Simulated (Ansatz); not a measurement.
# C3H10GeO: a ladder of functionals and wavefunction methods

An exercise on one series of results from a longer session: the logs are not shown, and one member is left open.

Program: Ansatz 0.2.0, Gaussian basis. Level of theory: functionals in def2-TZVPP, the program's frozen cores in correlated methods. These are calculated values, not measurements.

Levels to be run: LDA (SPW92), PBE-D4, revPBE-D4, BLYP-D4, r2SCAN-D4, B97M-V, PBE0-D4, B3LYP-D4, r2SCANh-D4, r2SCAN0-D4, HSE06-D4, BHLYP-D4, CAM-B3LYP-D4, LC-ωPBE, ωB97X-V, ωB97M-V, B2PLYP, PBE-QIDH; CCSD(T)/def2-SVP; MP2/def2-TZVPP; MP2/def2-QZVPP; RPA on PBE.

## Structure used throughout

All runs share one geometry, relaxed beforehand with PBE0-D4 in a triple-zeta def2 set.

SMILES `[CH3][Ge]([CH3])([CH3])[OH]`, 15 atoms, charge 0, spin multiplicity 1.

Atoms are counted from 1 here; the program's logs count them from 0.

Bond lengths: C1–Ge2 1.953 Å, C1–H6 1.092 Å, C1–H7 1.092 Å, C1–H8 1.091 Å, Ge2–C3 1.953 Å, Ge2–C4 1.942 Å, Ge2–O5 1.796 Å, C3–H9 1.092 Å, C3–H10 1.091 Å, C3–H11 1.092 Å, C4–H12 1.092 Å, C4–H13 1.091 Å, C4–H14 1.091 Å, O5–H15 0.959 Å. Angles: Ge2–C1–H6 110.8°, Ge2–C1–H7 110.6°, Ge2–C1–H8 110.1°, H6–C1–H7 108.2°, H6–C1–H8 108.5°, H7–C1–H8 108.6°, C1–Ge2–C3 110.9°, C1–Ge2–C4 112.4°, C1–Ge2–O5 108.8°, C3–Ge2–C4 112.4°, C3–Ge2–O5 108.8°, C4–Ge2–O5 103.2°, Ge2–C3–H9 110.8°, Ge2–C3–H10 110.1°, Ge2–C3–H11 110.6°, H9–C3–H10 108.5°, H9–C3–H11 108.2°, H10–C3–H11 108.6° and more.

Set-up of the first run:

Input file in.yaml:

```yaml
crystal:
  periodic: [false, false, false]
  atoms:
    - {symbol: C, position_ang: [-1.853697, 0.226721, 0.075129]}
    - {symbol: Ge, position_ang: [0.081973, 0.164081, -0.176691]}
    - {symbol: C, position_ang: [1.011801, 0.351800, 1.530451]}
    - {symbol: C, position_ang: [0.649414, -1.412510, -1.158415]}
    - {symbol: O, position_ang: [0.570127, 1.515300, -1.254070]}
    - {symbol: H, position_ang: [-2.148845, 1.148337, 0.580781]}
    - {symbol: H, position_ang: [-2.189836, -0.616968, 0.681876]}
    - {symbol: H, position_ang: [-2.359398, 0.183739, -0.890734]}
    - {symbol: H, position_ang: [0.714166, 1.273677, 2.034167]}
    - {symbol: H, position_ang: [2.090643, 0.377267, 1.369445]}
    - {symbol: H, position_ang: [0.777937, -0.486982, 2.189772]}
    - {symbol: H, position_ang: [0.410631, -2.321787, -0.603635]}
    - {symbol: H, position_ang: [1.726480, -1.378936, -1.328240]}
    - {symbol: H, position_ang: [0.147039, -1.450940, -2.125973]}
    - {symbol: H, position_ang: [0.349663, 2.376501, -0.894763]}
basis:
  gaussian: {orbitals: def2-TZVPP}
hamiltonian: {xc: lda}
output: {orbitals: {seedname: orbitals}}
```

On the command line:

```console
$ ansatz run in.yaml --threads 4 --pin off --events-out ev --progress --plain --max-ram 11315MiB
```

Among the steps run: LDA; PBE-D4 (GGA); revPBE-D4 (GGA); BLYP-D4 (GGA); r2SCAN-D4 (meta-GGA); B97M-V (meta-GGA); B3LYP-D4 (hybrid); r2SCANh-D4 (hybrid); r2SCAN0-D4 (hybrid); HSE06-D4 (hybrid); BHLYP-D4 (hybrid); CAM-B3LYP-D4 (range-separated); LC-ωPBE (range-separated); ωB97X-V (range-separated); ωB97M-V (range-separated); B2PLYP (double hybrid); PBE-QIDH (double hybrid).

One of the session's tables, all rows but one given; the rest of the session is left out.

It belongs to the step «Frontier levels by functional». 

```
  functional  HOMO (eV)  LUMO (eV)  gap (eV)
 LDA (SPW92)      -6.38      -0.26      6.11
      PBE-D4      -6.22      -0.12      6.09
   revPBE-D4      -6.15      -0.04      6.11
     BLYP-D4      -6.12      -0.15      5.97
   r2SCAN-D4      -6.55       0.58      7.13
      B97M-V      -6.66       0.03      6.68
     PBE0-D4      -7.71       0.69      8.39
    B3LYP-D4          ?          ?         ?
  r2SCANh-D4      -7.11       0.82      7.93
  r2SCAN0-D4      -7.93       1.16      9.09
    HSE06-D4      -7.30       0.32      7.62
    BHLYP-D4      -9.05       1.25     10.30
CAM-B3LYP-D4      -9.12       1.41     10.53
     LC-ωPBE     -10.45       2.74     13.19
     ωB97X-V     -10.11       2.50     12.60
     ωB97M-V     -10.01       2.06     12.06
```

Q: Estimate the row for B3LYP-D4 from the others.

Worked estimate for «HOMO (eV)». Against the share of exact exchange, BLYP-D4 (0, -6.12), BHLYP-D4 (0.5, -9.05) give a slope of -5.86 per unit share; at 0.2 the line stands at -7.29.

As computed: HOMO (eV): -7.47; LUMO (eV): 0.33; gap (eV): 7.80. In «HOMO (eV)» the line misses by +0.18.
